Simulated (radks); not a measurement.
**Ionising hafnium step by step, Hf²⁴⁺ to Hf⁴⁷⁺**

How much does each further electron of hafnium cost? Each ion is computed in its NIST ground configuration. Each value is a difference of total energies (Δ-SCF).

Method: scalar-relativistic Kohn-Sham, LDA (Slater exchange, VWN5 correlation), spin-polarised, spherical densities, finite nucleus; open shells are filled with parallel spins first. Code: radks (a radial shooting solver on a logarithmic mesh, Libxc functionals) version 1.

## (1) What is computed

- element: hafnium (Z = 72)
- charges: 24 to 47
- first configuration: [Kr] 4d10 4f2
- last configuration: [Ar] 3d7

The outer shells:

Hf²⁴⁺
```
[Kr] core
4d [↑↓][↑↓][↑↓][↑↓][↑↓]
4f [↑ ][↑ ][  ][  ][  ][  ][  ]
```

Hf⁴⁷⁺
```
[Ar] core
3d [↑↓][↑↓][↑ ][↑ ][↑ ]
```

## (2) Hf²⁴⁺, [Kr] 4d10 4f2

The run's settings:

```text
Z 72
configuration [Kr] 4d10 4f2 5s0 5p0
relativity scalar-relativistic
functional lda,vwn5
spin polarised
nucleus finite rms 5.347 fm
c 137.035999084
```

## (3) Hf²⁵⁺, [Kr] 4d10 4f1

The run's settings:

```text
Z 72
configuration [Kr] 4d10 4f1 5s0 5p0
relativity scalar-relativistic
functional lda,vwn5
spin polarised
nucleus finite rms 5.347 fm
c 137.035999084
```

## (4) Hf²⁶⁺, [Kr] 4d10

The run's settings:

```text
Z 72
configuration [Kr] 4d10
relativity scalar-relativistic
functional lda,vwn5
spin polarised
nucleus finite rms 5.347 fm
c 137.035999084
```

## (5) Hf²⁷⁺, [Kr] 4d9

Input: that of step 4 with these lines changed.

```diff
@@ -1,3 +1,3 @@
 Z 72
-configuration [Kr] 4d10
+configuration [Kr] 4d9
 relativity scalar-relativistic
```

## (6) Hf²⁸⁺, [Kr] 4d8

Input: that of step 5 with these lines changed.

```diff
@@ -1,3 +1,3 @@
 Z 72
-configuration [Kr] 4d9
+configuration [Kr] 4d8
 relativity scalar-relativistic
```

## (7) Hf²⁹⁺, [Kr] 4d7

Input: that of step 6 with these lines changed.

```diff
@@ -1,3 +1,3 @@
 Z 72
-configuration [Kr] 4d8
+configuration [Kr] 4d7
 relativity scalar-relativistic
```

## (8) Hf³⁰⁺, [Kr] 4d6

Input: that of step 7 with these lines changed.

```diff
@@ -1,3 +1,3 @@
 Z 72
-configuration [Kr] 4d7
+configuration [Kr] 4d6 5s0 5p0
 relativity scalar-relativistic
```

## (9) Hf³¹⁺, [Kr] 4d5

Input: that of step 8 with these lines changed.

```diff
@@ -1,3 +1,3 @@
 Z 72
-configuration [Kr] 4d6 5s0 5p0
+configuration [Kr] 4d5
 relativity scalar-relativistic
```

## (10) Hf³²⁺, [Kr] 4d4

Input: that of step 9 with these lines changed.

```diff
@@ -1,3 +1,3 @@
 Z 72
-configuration [Kr] 4d5
+configuration [Kr] 4d4 5s0 5p0
 relativity scalar-relativistic
```

## (11) Hf³³⁺, [Kr] 4d3

Input: that of step 10 with these lines changed.

```diff
@@ -1,3 +1,3 @@
 Z 72
-configuration [Kr] 4d4 5s0 5p0
+configuration [Kr] 4d3
 relativity scalar-relativistic
```

## (12) Hf³⁴⁺, [Kr] 4d2

Input: that of step 11 with these lines changed.

```diff
@@ -1,3 +1,3 @@
 Z 72
-configuration [Kr] 4d3
+configuration [Kr] 4d2
 relativity scalar-relativistic
```

## (13) Hf³⁵⁺, [Kr] 4d1

Input: that of step 12 with these lines changed.

```diff
@@ -1,3 +1,3 @@
 Z 72
-configuration [Kr] 4d2
+configuration [Kr] 4d1
 relativity scalar-relativistic
```

## (14) Hf³⁶⁺, [Kr]

Input: that of step 13 with these lines changed.

```diff
@@ -1,3 +1,3 @@
 Z 72
-configuration [Kr] 4d1
+configuration [Kr]
 relativity scalar-relativistic
```

## (15) Hf³⁷⁺, [Ar] 3d10 4s2 4p5

Input: that of step 14 with these lines changed.

```diff
@@ -1,3 +1,3 @@
 Z 72
-configuration [Kr]
+configuration [Ar] 3d10 4s2 4p5
 relativity scalar-relativistic
```

## (16) Hf³⁸⁺, [Ar] 3d10 4s2 4p4

The run's settings:

```text
Z 72
configuration [Ar] 3d10 4s2 4p4 5s0 4d0
relativity scalar-relativistic
functional lda,vwn5
spin polarised
nucleus finite rms 5.347 fm
c 137.035999084
```

## (17) Hf³⁹⁺, [Ar] 3d10 4s2 4p3

The run's settings:

```text
Z 72
configuration [Ar] 3d10 4s2 4p3
relativity scalar-relativistic
functional lda,vwn5
spin polarised
nucleus finite rms 5.347 fm
c 137.035999084
```

## (18) Hf⁴⁰⁺, [Ar] 3d10 4s2 4p2

The run's settings:

```text
Z 72
configuration [Ar] 3d10 4s2 4p2
relativity scalar-relativistic
functional lda,vwn5
spin polarised
nucleus finite rms 5.347 fm
c 137.035999084
```

## (19) Hf⁴¹⁺, [Ar] 3d10 4s2 4p1

The run's settings:

```text
Z 72
configuration [Ar] 3d10 4s2 4p1
relativity scalar-relativistic
functional lda,vwn5
spin polarised
nucleus finite rms 5.347 fm
c 137.035999084
```

## (20) Hf⁴²⁺, [Ar] 3d10 4s2

The run's settings:

```text
Z 72
configuration [Ar] 3d10 4s2 4p0 5s0
relativity scalar-relativistic
functional lda,vwn5
spin polarised
nucleus finite rms 5.347 fm
c 137.035999084
```

## (21) Hf⁴³⁺, [Ar] 3d10 4s1

The run's settings:

```text
Z 72
configuration [Ar] 3d10 4s1
relativity scalar-relativistic
functional lda,vwn5
spin polarised
nucleus finite rms 5.347 fm
c 137.035999084
```

## (22) Hf⁴⁴⁺, [Ar] 3d10

Input: that of step 21 with these lines changed.

```diff
@@ -1,3 +1,3 @@
 Z 72
-configuration [Ar] 3d10 4s1
+configuration [Ar] 3d10 4s0 4p0
 relativity scalar-relativistic
```

## (23) Hf⁴⁵⁺, [Ar] 3d9

The run's settings:

```text
Z 72
configuration [Ar] 3d9 4s0 4p0
relativity scalar-relativistic
functional lda,vwn5
spin polarised
nucleus finite rms 5.347 fm
c 137.035999084
```

## (24) Hf⁴⁶⁺, [Ar] 3d8

Input: that of step 23 with these lines changed.

```diff
@@ -1,3 +1,3 @@
 Z 72
-configuration [Ar] 3d9 4s0 4p0
+configuration [Ar] 3d8
 relativity scalar-relativistic
```

## (25) Hf⁴⁷⁺, [Ar] 3d7

Input: that of step 24 with these lines changed.

```diff
@@ -1,3 +1,3 @@
 Z 72
-configuration [Ar] 3d8
+configuration [Ar] 3d7
 relativity scalar-relativistic
```

What does the calculation give? Wanted: for each run, species; configuration; Δ-SCF; −ε(HOMO); NIST; error.

**Answer**, as computed:

| species | configuration | Δ-SCF (eV) | −ε(HOMO) (eV) | NIST (eV) | error (%) |
| --- | --- | --- | --- | --- | --- |
| Hf²⁴⁺ | [Kr] 4d10 4f2 | 720.36 | 697.23 | 730 (theory) | -1.3 |
| Hf²⁵⁺ | [Kr] 4d10 4f1 | 767.46 | 743.83 | 772 (theory) | -0.6 |
| Hf²⁶⁺ | [Kr] 4d10 | 1007.9 | 985.19 | 1002 (theory) | +0.6 |
| Hf²⁷⁺ | [Kr] 4d9 | 1054.7 | 1031.8 | 1047 (theory) | +0.7 |
| Hf²⁸⁺ | [Kr] 4d8 | 1102.0 | 1078.9 | 1094 (theory) | +0.7 |
| Hf²⁹⁺ | [Kr] 4d7 | 1149.8 | 1126.4 | 1146 (theory) | +0.3 |
| Hf³⁰⁺ | [Kr] 4d6 | 1197.9 | 1174.4 | 1195 (theory) | +0.2 |
| Hf³¹⁺ | [Kr] 4d5 | 1258.4 | 1234.1 | 1245 (theory) | +1.1 |
| Hf³²⁺ | [Kr] 4d4 | 1308.5 | 1284.0 | 1311 (theory) | -0.2 |
| Hf³³⁺ | [Kr] 4d3 | 1359.1 | 1334.4 | 1362 (theory) | -0.2 |
| Hf³⁴⁺ | [Kr] 4d2 | 1410.1 | 1385.2 | 1417 (theory) | -0.5 |
| Hf³⁵⁺ | [Kr] 4d1 | 1461.5 | 1436.4 | 1467 (theory) | -0.4 |
| Hf³⁶⁺ | [Kr] | 1694.9 | 1670.2 | 1669 (theory) | +1.6 |
| Hf³⁷⁺ | [Ar] 3d10 4s2 4p5 | 1746.3 | 1721.6 | 1719 (theory) | +1.6 |
| Hf³⁸⁺ | [Ar] 3d10 4s2 4p4 | 1797.1 | 1772.7 | 1776 (theory) | +1.2 |
| Hf³⁹⁺ | [Ar] 3d10 4s2 4p3 | 1861.3 | 1835.8 | 1827 (theory) | +1.9 |
| Hf⁴⁰⁺ | [Ar] 3d10 4s2 4p2 | 1914.0 | 1888.6 | 1963 (theory) | -2.5 |
| Hf⁴¹⁺ | [Ar] 3d10 4s2 4p1 | 1966.2 | 1941.2 | 2022 (theory) | -2.8 |
| Hf⁴²⁺ | [Ar] 3d10 4s2 | 2171.4 | 2146.9 | 2159 (theory) | +0.6 |
| Hf⁴³⁺ | [Ar] 3d10 4s1 | 2229.9 | 2205.4 | 2219 (semi-emp.) | +0.5 |
| Hf⁴⁴⁺ | [Ar] 3d10 | 3764.8 | 3706.0 | 3741 (theory) | +0.6 |
| Hf⁴⁵⁺ | [Ar] 3d9 | 3886.6 | 3827.4 | 3858 (theory) | +0.7 |
| Hf⁴⁶⁺ | [Ar] 3d8 | 4009.6 | 3949.8 | 3984 (theory) | +0.6 |

In words: Reference values: NIST Atomic Spectra Database (exp. measured, semi-emp. semi-empirical, theory a theoretical value adopted there). The steepest step, after dividing by the final charge, comes at Hf⁴⁴⁺ in [Ar] 3d10, where the value goes from 2229.9 to 3764.8 eV. There the highest level belongs to another shell. Minus the highest eigenvalue gives 97 to 99 % of the Δ-SCF value along the ladder. Open shells are spherical and high-spin; term and fine-structure splittings are not resolved. Spin-orbit splitting is averaged out at the scalar-relativistic level.
